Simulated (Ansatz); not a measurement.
Born–Oppenheimer molecular dynamics of a periodic cell of 20 atoms, K₆InP₃ (host K6InP3, host structure P1). It goes on from the last frame of an earlier run, with new velocities.

Computed with Ansatz 0.2.0, DFT PBEsol, scalar-relativistic, plane waves, PAW. Settings: cutoff 420 eV, k mesh 1x1x1, fermi-dirac smearing 0.002 eV, no spin polarisation.

| Property | Result |
| --- | --- |
| ensemble | NVT, Langevin thermostat |
| time step | 2 fs |
| steps asked | 200 |
| set temperature | 1920 K |
| friction | 0.05 /fs |
| seed | 422160 |

Frames 2 fs apart, positions in Å, forces in eV/Å.

Velocities at 360.0 fs (Å/ps):

```
K 3.45 1.51 0.05
K 18.89 -3.10 -1.31
K -11.31 -0.04 -5.91
K -2.26 4.78 -2.31
K -1.34 -4.41 -2.30
K 4.89 3.82 -10.11
K -4.44 -4.05 6.33
K 4.02 1.76 -1.04
K 4.55 5.64 -15.41
K -8.13 12.42 -2.08
K 2.39 3.69 -15.01
K -7.94 -13.16 0.80
In -2.25 4.58 3.06
In 2.17 1.05 2.08
P -9.57 3.94 3.80
P 2.57 3.13 -3.93
P 9.52 6.62 -5.81
P -0.46 -3.58 -2.06
P -4.63 12.54 -1.78
P -8.57 -18.59 5.60
```

```xyz
20
Lattice="8.3406 0.2273 -0.1434 4.3331 7.0926 -0.3492 2.6013 -0.2991 8.2293" Properties=species:S:1:pos:R:3:forces:R:3 time_fs=360.0 energy_less_start_eV=0.911 T=2148
K 10.522 5.604 2.994 -0.12 0.15 -0.31
K 4.073 0.700 4.580 0.01 -0.10 2.58
K 10.034 1.314 2.879 -0.01 -0.63 0.31
K 4.574 5.085 4.259 0.82 0.03 0.95
K 8.899 3.271 5.075 -0.08 0.03 -1.02
K 6.453 2.667 3.376 -0.15 -0.39 -0.66
K 11.566 3.064 6.615 0.27 -0.35 0.17
K 3.535 3.008 0.874 -0.02 0.06 1.40
K 10.296 5.616 -0.180 0.77 0.82 -0.28
K 4.102 0.287 8.166 -0.02 0.61 -0.45
K 6.526 3.217 -0.036 -1.07 -1.11 -0.08
K 7.262 5.221 5.948 0.13 0.99 0.57
In 7.162 0.651 6.593 0.81 -1.40 -0.21
In 7.466 5.535 1.239 0.42 1.15 1.04
P 6.154 2.751 6.403 -1.13 0.63 -1.05
P 8.885 3.495 1.785 -0.41 0.58 -0.62
P 10.349 5.501 5.977 -0.13 1.01 0.58
P 4.726 0.571 2.117 -0.73 0.17 -2.66
P 9.640 0.812 6.056 0.14 -1.25 -0.07
P 4.904 5.718 1.418 0.50 -1.01 -0.19
20
Lattice="8.3406 0.2273 -0.1434 4.3331 7.0926 -0.3492 2.6013 -0.2991 8.2293" Properties=species:S:1:pos:R:3:forces:R:3 time_fs=362.0 energy_less_start_eV=0.897 T=2223
K 10.526 5.611 2.990 -0.14 0.11 -0.36
K 4.109 0.696 4.580 -0.10 -0.08 2.59
K 10.014 1.313 2.870 0.09 -0.72 0.35
K 4.569 5.097 4.257 0.86 0.01 1.00
K 8.902 3.262 5.067 -0.11 0.30 -1.04
K 6.469 2.675 3.358 -0.23 -0.39 -0.62
K 11.558 3.052 6.630 0.28 -0.22 0.10
K 3.540 3.008 0.874 -0.04 0.03 1.44
K 10.304 5.625 -0.212 0.73 0.79 -0.19
K 4.089 0.312 8.165 -0.02 0.40 -0.35
K 6.529 3.223 -0.068 -1.08 -0.99 0.07
K 7.242 5.199 5.951 0.24 1.20 0.54
In 7.158 0.659 6.599 0.79 -1.28 -0.21
In 7.471 5.537 1.243 0.33 1.14 0.99
P 6.133 2.759 6.408 -1.05 0.44 -1.12
P 8.893 3.501 1.782 -0.44 0.59 -0.68
P 10.370 5.514 5.968 -0.30 0.81 0.59
P 4.722 0.565 2.114 -0.74 0.21 -2.72
P 9.633 0.841 6.049 0.23 -1.57 -0.05
P 4.889 5.682 1.425 0.70 -0.78 -0.34
20
Lattice="8.3406 0.2273 -0.1434 4.3331 7.0926 -0.3492 2.6013 -0.2991 8.2293" Properties=species:S:1:pos:R:3:forces:R:3 time_fs=364.0 energy_less_start_eV=0.918 T=1781
K 10.528 5.622 2.981 -0.13 0.07 -0.36
K 4.137 0.692 4.583 -0.16 -0.06 2.57
K 9.996 1.308 2.869 0.17 -0.79 0.35
K 4.564 5.110 4.258 0.88 -0.02 1.01
K 8.910 3.254 5.055 -0.18 0.62 -1.05
K 6.493 2.683 3.349 -0.34 -0.42 -0.60
K 11.545 3.037 6.645 0.33 -0.06 0.02
K 3.543 3.009 0.876 -0.05 -0.01 1.45
K 10.309 5.630 -0.242 0.70 0.77 -0.11
K 4.077 0.332 8.168 -0.01 0.24 -0.28
K 6.535 3.227 -0.102 -1.12 -0.86 0.23
K 7.216 5.186 5.954 0.40 1.33 0.49
In 7.156 0.665 6.600 0.77 -1.10 -0.19
In 7.479 5.538 1.245 0.23 1.12 0.95
P 6.112 2.767 6.412 -0.96 0.23 -1.15
P 8.901 3.506 1.785 -0.46 0.59 -0.75
P 10.391 5.529 5.962 -0.47 0.59 0.58
P 4.715 0.561 2.110 -0.73 0.25 -2.74
P 9.627 0.871 6.036 0.29 -1.90 0.00
P 4.880 5.650 1.429 0.84 -0.59 -0.43
20
Lattice="8.3406 0.2273 -0.1434 4.3331 7.0926 -0.3492 2.6013 -0.2991 8.2293" Properties=species:S:1:pos:R:3:forces:R:3 time_fs=366.0 energy_less_start_eV=0.960 T=1627
K 10.532 5.630 2.972 -0.12 0.07 -0.36
K 4.158 0.689 4.588 -0.19 -0.05 2.50
K 9.975 1.301 2.872 0.25 -0.83 0.34
K 4.559 5.120 4.263 0.89 -0.04 0.99
K 8.919 3.246 5.042 -0.26 0.92 -1.06
K 6.514 2.690 3.349 -0.43 -0.44 -0.61
K 11.530 3.022 6.655 0.42 0.07 -0.03
K 3.548 3.017 0.874 -0.07 -0.06 1.46
K 10.314 5.630 -0.271 0.67 0.77 -0.03
K 4.064 0.349 8.174 0.02 0.11 -0.23
K 6.538 3.237 -0.133 -1.17 -0.76 0.38
K 7.187 5.177 5.954 0.58 1.45 0.44
In 7.155 0.666 6.598 0.72 -0.82 -0.16
In 7.489 5.539 1.248 0.14 1.12 0.93
P 6.095 2.780 6.410 -0.88 -0.07 -1.14
P 8.908 3.511 1.791 -0.47 0.56 -0.83
P 10.409 5.543 5.961 -0.64 0.36 0.54
P 4.707 0.560 2.103 -0.72 0.28 -2.69
P 9.623 0.894 6.024 0.31 -2.18 0.07
P 4.878 5.627 1.434 0.93 -0.47 -0.50
20
Lattice="8.3406 0.2273 -0.1434 4.3331 7.0926 -0.3492 2.6013 -0.2991 8.2293" Properties=species:S:1:pos:R:3:forces:R:3 time_fs=368.0 energy_less_start_eV=1.001 T=1542
K 10.532 5.635 2.962 -0.11 0.09 -0.34
K 4.175 0.689 4.598 -0.20 -0.06 2.35
K 9.956 1.298 2.877 0.33 -0.90 0.33
K 4.549 5.128 4.272 0.92 -0.06 0.95
K 8.927 3.237 5.031 -0.32 1.21 -1.07
K 6.528 2.692 3.354 -0.48 -0.45 -0.66
K 11.517 3.012 6.664 0.48 0.17 -0.07
K 3.555 3.027 0.871 -0.09 -0.13 1.43
K 10.318 5.629 -0.297 0.65 0.77 0.06
K 4.051 0.370 8.179 0.05 -0.02 -0.17
K 6.535 3.251 -0.156 -1.18 -0.69 0.49
K 7.154 5.167 5.958 0.77 1.59 0.39
In 7.155 0.664 6.597 0.69 -0.50 -0.12
In 7.499 5.543 1.252 0.06 1.10 0.90
P 6.077 2.788 6.401 -0.80 -0.38 -1.07
P 8.919 3.514 1.797 -0.54 0.58 -0.90
P 10.427 5.557 5.970 -0.83 0.12 0.48
P 4.699 0.562 2.093 -0.71 0.30 -2.58
P 9.622 0.911 6.013 0.30 -2.40 0.15
P 4.873 5.608 1.438 1.02 -0.34 -0.53
20
Lattice="8.3406 0.2273 -0.1434 4.3331 7.0926 -0.3492 2.6013 -0.2991 8.2293" Properties=species:S:1:pos:R:3:forces:R:3 time_fs=370.0 energy_less_start_eV=1.024 T=1660
K 10.528 5.640 2.951 -0.08 0.10 -0.29
K 4.187 0.695 4.611 -0.20 -0.08 2.16
K 9.946 1.293 2.879 0.37 -0.95 0.32
K 4.542 5.140 4.283 0.91 -0.08 0.87
K 8.928 3.229 5.020 -0.35 1.43 -1.06
K 6.537 2.693 3.363 -0.51 -0.44 -0.73
K 11.505 3.007 6.676 0.54 0.28 -0.13
K 3.561 3.038 0.875 -0.12 -0.20 1.35
K 10.318 5.633 -0.314 0.65 0.75 0.12
K 4.035 0.395 8.179 0.09 -0.15 -0.11
K 6.538 3.262 -0.178 -1.24 -0.63 0.59
K 7.117 5.154 5.971 0.96 1.73 0.35
In 7.155 0.660 6.595 0.67 -0.13 -0.07
In 7.508 5.552 1.253 -0.03 1.01 0.87
P 6.053 2.795 6.392 -0.71 -0.70 -0.97
P 8.932 3.511 1.797 -0.65 0.63 -0.94
P 10.444 5.573 5.980 -1.04 -0.18 0.40
P 4.686 0.563 2.078 -0.67 0.34 -2.39
P 9.621 0.921 6.004 0.29 -2.52 0.20
P 4.864 5.592 1.438 1.14 -0.21 -0.53
20
Lattice="8.3406 0.2273 -0.1434 4.3331 7.0926 -0.3492 2.6013 -0.2991 8.2293" Properties=species:S:1:pos:R:3:forces:R:3 time_fs=372.0 energy_less_start_eV=1.038 T=1392
K 10.526 5.643 2.939 -0.04 0.11 -0.25
K 4.199 0.701 4.619 -0.18 -0.11 1.95
K 9.943 1.286 2.880 0.38 -0.98 0.31
K 4.542 5.150 4.298 0.88 -0.09 0.75
K 8.929 3.222 5.015 -0.37 1.56 -1.04
K 6.541 2.690 3.374 -0.52 -0.44 -0.79
K 11.490 2.999 6.686 0.61 0.40 -0.19
K 3.567 3.048 0.880 -0.15 -0.28 1.28
K 10.313 5.635 -0.322 0.67 0.73 0.15
K 4.013 0.419 8.178 0.14 -0.29 -0.06
K 6.542 3.267 -0.196 -1.31 -0.56 0.70
K 7.086 5.147 5.987 1.15 1.84 0.33
In 7.157 0.655 6.593 0.65 0.29 -0.02
In 7.519 5.559 1.254 -0.16 0.88 0.83
P 6.027 2.805 6.391 -0.59 -1.06 -0.92
P 8.941 3.504 1.794 -0.74 0.68 -0.94
P 10.464 5.588 5.983 -1.26 -0.48 0.32
P 4.670 0.557 2.054 -0.62 0.41 -2.14
P 9.626 0.919 6.000 0.22 -2.53 0.22
P 4.856 5.577 1.431 1.24 -0.10 -0.49
20
Lattice="8.3406 0.2273 -0.1434 4.3331 7.0926 -0.3492 2.6013 -0.2991 8.2293" Properties=species:S:1:pos:R:3:forces:R:3 time_fs=374.0 energy_less_start_eV=1.047 T=1216
K 10.525 5.645 2.928 0.01 0.12 -0.22
K 4.208 0.703 4.625 -0.16 -0.13 1.78
K 9.943 1.283 2.886 0.37 -1.00 0.28
K 4.543 5.159 4.310 0.87 -0.11 0.64
K 8.931 3.222 5.014 -0.38 1.58 -1.00
K 6.546 2.682 3.372 -0.54 -0.43 -0.79
K 11.473 2.985 6.695 0.69 0.56 -0.25
K 3.574 3.058 0.884 -0.19 -0.37 1.25
K 10.310 5.632 -0.325 0.69 0.70 0.16
K 3.997 0.444 8.177 0.20 -0.43 0.02
K 6.541 3.269 -0.209 -1.36 -0.50 0.79
K 7.062 5.148 6.003 1.28 1.85 0.31
In 7.158 0.647 6.597 0.67 0.69 0.02
In 7.532 5.564 1.255 -0.33 0.78 0.78
P 6.003 2.813 6.394 -0.46 -1.31 -0.93
P 8.943 3.503 1.795 -0.74 0.66 -0.93
P 10.487 5.600 5.978 -1.47 -0.77 0.28
P 4.652 0.546 2.030 -0.54 0.53 -1.94
P 9.636 0.913 6.003 0.09 -2.45 0.21
P 4.858 5.561 1.424 1.31 0.03 -0.45
20
Lattice="8.3406 0.2273 -0.1434 4.3331 7.0926 -0.3492 2.6013 -0.2991 8.2293" Properties=species:S:1:pos:R:3:forces:R:3 time_fs=376.0 energy_less_start_eV=1.057 T=1419
K 10.522 5.648 2.926 0.07 0.12 -0.23
K 4.216 0.703 4.631 -0.13 -0.13 1.63
K 9.947 1.279 2.893 0.35 -0.98 0.24
K 4.547 5.168 4.320 0.88 -0.14 0.54
K 8.935 3.226 5.013 -0.39 1.52 -0.96
K 6.554 2.667 3.361 -0.57 -0.42 -0.74
K 11.458 2.970 6.707 0.78 0.72 -0.32
K 3.582 3.071 0.885 -0.23 -0.48 1.24
K 10.309 5.625 -0.332 0.69 0.70 0.17
K 3.984 0.468 8.171 0.27 -0.57 0.12
K 6.541 3.274 -0.222 -1.43 -0.45 0.86
K 7.043 5.155 6.013 1.37 1.76 0.31
In 7.159 0.638 6.603 0.70 1.04 0.06
In 7.544 5.569 1.258 -0.51 0.66 0.74
P 5.982 2.816 6.395 -0.33 -1.46 -0.97
P 8.943 3.507 1.792 -0.70 0.56 -0.91
P 10.509 5.608 5.963 -1.67 -1.02 0.27
P 4.635 0.529 2.012 -0.46 0.71 -1.79
P 9.646 0.904 6.010 -0.05 -2.31 0.16
P 4.867 5.544 1.421 1.34 0.16 -0.43
20
Lattice="8.3406 0.2273 -0.1434 4.3331 7.0926 -0.3492 2.6013 -0.2991 8.2293" Properties=species:S:1:pos:R:3:forces:R:3 time_fs=378.0 energy_less_start_eV=1.071 T=1546
K 10.518 5.654 2.931 0.14 0.08 -0.26
K 4.221 0.701 4.636 -0.10 -0.13 1.51
K 9.957 1.272 2.896 0.29 -0.91 0.19
K 4.551 5.176 4.329 0.88 -0.17 0.44
K 8.942 3.227 5.006 -0.40 1.47 -0.93
K 6.562 2.641 3.344 -0.58 -0.40 -0.70
K 11.440 2.958 6.721 0.91 0.89 -0.42
K 3.592 3.083 0.888 -0.27 -0.60 1.20
K 10.315 5.621 -0.344 0.68 0.68 0.21
K 3.971 0.497 8.163 0.34 -0.75 0.22
K 6.541 3.277 -0.239 -1.52 -0.37 0.95
K 7.030 5.166 6.016 1.43 1.61 0.32
In 7.160 0.630 6.608 0.72 1.27 0.08
In 7.552 5.572 1.264 -0.69 0.49 0.66
P 5.968 2.814 6.392 -0.23 -1.48 -0.97
P 8.945 3.515 1.784 -0.64 0.42 -0.84
P 10.526 5.613 5.948 -1.81 -1.20 0.28
P 4.621 0.503 1.996 -0.37 0.98 -1.66
P 9.656 0.896 6.017 -0.17 -2.20 0.11
P 4.876 5.525 1.417 1.38 0.30 -0.40
20
Lattice="8.3406 0.2273 -0.1434 4.3331 7.0926 -0.3492 2.6013 -0.2991 8.2293" Properties=species:S:1:pos:R:3:forces:R:3 time_fs=380.0 energy_less_start_eV=1.105 T=1306
K 10.515 5.658 2.938 0.22 0.03 -0.29
K 4.223 0.696 4.641 -0.07 -0.12 1.42
K 9.973 1.268 2.894 0.21 -0.83 0.15
K 4.559 5.185 4.335 0.86 -0.20 0.37
K 8.945 3.224 4.997 -0.41 1.42 -0.91
K 6.561 2.621 3.327 -0.56 -0.37 -0.67
K 11.419 2.945 6.733 1.06 1.08 -0.51
K 3.606 3.091 0.896 -0.35 -0.72 1.14
K 10.319 5.623 -0.359 0.67 0.64 0.25
K 3.960 0.524 8.159 0.41 -0.91 0.31
K 6.533 3.276 -0.257 -1.57 -0.27 1.05
K 7.019 5.174 6.018 1.50 1.49 0.33
In 7.162 0.625 6.612 0.73 1.47 0.09
In 7.557 5.578 1.272 -0.88 0.28 0.57
P 5.955 2.814 6.390 -0.16 -1.53 -0.96
P 8.945 3.528 1.770 -0.58 0.23 -0.76
P 10.539 5.619 5.936 -1.93 -1.38 0.27
P 4.613 0.475 1.983 -0.27 1.30 -1.54
P 9.666 0.885 6.026 -0.31 -2.09 0.05
P 4.884 5.503 1.415 1.42 0.47 -0.37
```

Of the whole run (400 fs, mean temperature of the second half 1792 K): A run of 0.4 ps of so small a system gives no equilibrium averages. The smearing is very narrow for this mesh. Limits of this set-up: coarse k mesh.

The run took 3.8 min on 1 thread of AMD EPYC 9B45 (Zen 5), with other jobs on the host, peak memory 0.61 GiB.
